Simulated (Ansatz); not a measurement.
# Y: stress in a strained cell

Y is deformed so: z strained by -2 % at fixed volume. What stress and forces result, by LAPW, PAW and all-electron datasets made for the crystal?

Method: DFT PBE, scalar-relativistic, in Ansatz 0.2.0.

1 further run of the same task is left out (set aside as unsound or not needed).

## Step 1: The starting structure

Symmetry: P6_3/mmc, No. 194, hexagonal system. The conventional cell has a = 3.653 Å, b = 3.653 Å, c = 5.695 Å, α = 90.00°, β = 90.00°, γ = 120.00°. Around Y (site symmetry -6m2) lie 12 Y at 3.54 to 3.65 Å.

As a file:

```cif
data_structure
_symmetry_space_group_name_H-M 'P6_3/mmc'
_symmetry_Int_Tables_number 194
_cell_length_a 3.6534
_cell_length_b 3.6534
_cell_length_c 5.6948
_cell_angle_alpha 90.000
_cell_angle_beta 90.000
_cell_angle_gamma 120.000
_cell_volume 65.83
loop_
_atom_site_label
_atom_site_type_symbol
_atom_site_symmetry_multiplicity
_atom_site_Wyckoff_symbol
_atom_site_fract_x
_atom_site_fract_y
_atom_site_fract_z
_atom_site_occupancy
Y1 Y 2 c 0.33333 0.66667 0.25000 1
```

The file gives the conventional cell by its symmetry; the runs use the cell typed in the input.

Atoms are numbered in the order of the input: Y1, Y2.

## Step 2: The deformed structure

Space group P6_3/mmc before, P6_3/mmc after.

## Step 3: All-electron LAPW

input.yaml

```yaml
crystal:
  lattice:
    - [3.6904534982, 0.0, 0.0]
    - [-1.8452267491, 3.1960264809, 0.0]
    - [0.0, 0.0, 5.5808569973]
  atoms:
    - { symbol: "Y", position: [0.3333333333, 0.6666666667, 0.25] }
    - { symbol: "Y", position: [0.6666666667, 0.3333333333, 0.75] }
kpoints:
  mp_grid: { grid: [14, 14, 8] }
scf:
  occupations: { method: fermi_dirac, width: 0.08 }
hamiltonian:
  xc: pbe
  pseudopotentials: { kind: all_electron, lapw: { basis_error: 0.0005 } }
output:
  forces: true
  stress: true
  eigenvalues: true
```

## Step 4: PAW with frozen cores

Changes to input.yaml since step 3:

```diff
@@ -14,3 +14,3 @@
   xc: pbe
-  pseudopotentials: { kind: all_electron, lapw: { basis_error: 0.0005 } }
+  pseudopotentials: { kind: paw }
 output:
@@ -19 +19,2 @@
   eigenvalues: true
+  efg: { contact_densities: true }
```

## Step 5: Datasets made for this crystal

Changes to input.yaml since step 4:

```diff
@@ -14,3 +14,3 @@
   xc: pbe
-  pseudopotentials: { kind: paw }
+  pseudopotentials: { kind: all_electron, datasets: crystal }
 output:
```

(Steps that only read results are left out.)

What does the calculation give? Wanted: pressure; largest shear or deviatoric stress.

The runs gave:

| quantity | value |
| --- | --- |
| pressure | LAPW 0.00, PAW 0.00, crystal datasets -0.01 GPa |
| largest shear or deviatoric stress (LAPW) | 1.16 GPa |

In words: The largest part of the stress beyond the pressure is 1.16 GPa in size, in the zz component; the atoms are carried along and not relaxed. No run of the undeformed cell stands beside it, so the pressure holds what the given cell had before the change. PAW: stress within 0.01 GPa of LAPW. Crystal datasets: stress within 0.01 GPa of LAPW.
